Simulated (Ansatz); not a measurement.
# AlF3H5O3Ta: the cost of one run

Method: RHF/def2-SVP, in Ansatz 0.2.0.

## Step 1: The system as given

Bond lengths: Ta1–O2 2.370 Å, O2–H3 1.010 Å, Ta1–F4 1.930 Å, Ta1–F5 1.930 Å, Ta1–O6 2.020 Å, O6–H7 1.010 Å, Ta1–F8 1.930 Å, Ta1–O9 2.320 Å, O9–Al10 1.780 Å, Al10–H11 1.560 Å, Al10–H12 1.560 Å, Ta1–H13 2.352 Å. Angles (14 of 27 angles, heavy atoms first): O2–Ta1–F4 90.0°, O2–Ta1–F5 90.0°, O2–Ta1–O6 120.0°, O2–Ta1–F8 120.0°, O2–Ta1–O9 71.6°, F4–Ta1–F5 180.0°, F4–Ta1–O6 90.0°, F4–Ta1–F8 90.0°, F4–Ta1–O9 59.6°, F5–Ta1–O6 90.0°, F5–Ta1–F8 90.0°, F5–Ta1–O9 120.4°, O6–Ta1–F8 120.0°, O6–Ta1–O9 148.6°.

Coordinates:

```xyz
13

Ta    0.0000    0.0000    0.0000
O     2.3700    0.0000    0.0000
H     2.7071   -0.5308    0.7903
F     0.0000    0.0000    1.9300
F     0.0000    0.0000   -1.9300
O    -1.0100    1.7493    0.0000
H    -1.4859    1.8638    0.8834
F    -0.9650   -1.6714    0.0000
O     0.7315   -1.8635    1.1725
Al    0.0236   -3.4918    1.0465
H     0.7561   -4.5995    0.2280
H    -1.3292   -3.8111    1.7545
H     1.9177   -1.1522    0.7250
```

## Step 2: Pulling towards end A

Springs on the bonds that form and break draw the guess towards this end; the thresholds are loose.

input.yaml reads:

```yaml
crystal:
  periodic: [false, false, false]
  atoms:
    - { symbol: Ta, position_ang: [0.0, 0.0, 0.0] }
    - { symbol: O, position_ang: [2.37, 0.0, 0.0] }
    - { symbol: H, position_ang: [2.7071, -0.5308, 0.7903] }
    - { symbol: F, position_ang: [0.0, 0.0, 1.93] }
    - { symbol: F, position_ang: [0.0, 0.0, -1.93] }
    - { symbol: O, position_ang: [-1.01, 1.7493, 0.0] }
    - { symbol: H, position_ang: [-1.4859, 1.8638, 0.8834] }
    - { symbol: F, position_ang: [-0.965, -1.6714, 0.0] }
    - { symbol: O, position_ang: [0.7315, -1.8635, 1.1725] }
    - { symbol: Al, position_ang: [0.0236, -3.4918, 1.0465] }
    - { symbol: H, position_ang: [0.7561, -4.5995, 0.228] }
    - { symbol: H, position_ang: [-1.3292, -3.8111, 1.7545] }
    - { symbol: H, position_ang: [1.9177, -1.1522, 0.725] }
basis:
  gaussian: { orbitals: def2-SVP }
hamiltonian:
  xc: hf
relax:
  f_tol: 0.15
  max_steps: 25
  restrain:
    - { distance: [0, 8], at: 3.22, k: 30.0 }
    - { distance: [12, 1], at: 2.21, k: 30.0 }
    - { distance: [0, 1], at: 2.02, k: 30.0 }
    - { distance: [12, 8], at: 1.01, k: 30.0 }
output:
  orbitals: {}
```

Started as:

```bash
ansatz run input.yaml --threads 4 --pin off --max-ram 5120MiB --backend cpu --events-out ev --progress --plain --runs-dir out
```

**Question.** How long does this run take on 4 threads of Arm Neoverse V2, shared host, and how much memory does it need?

About 43 s, with a peak of 0.49 GiB.
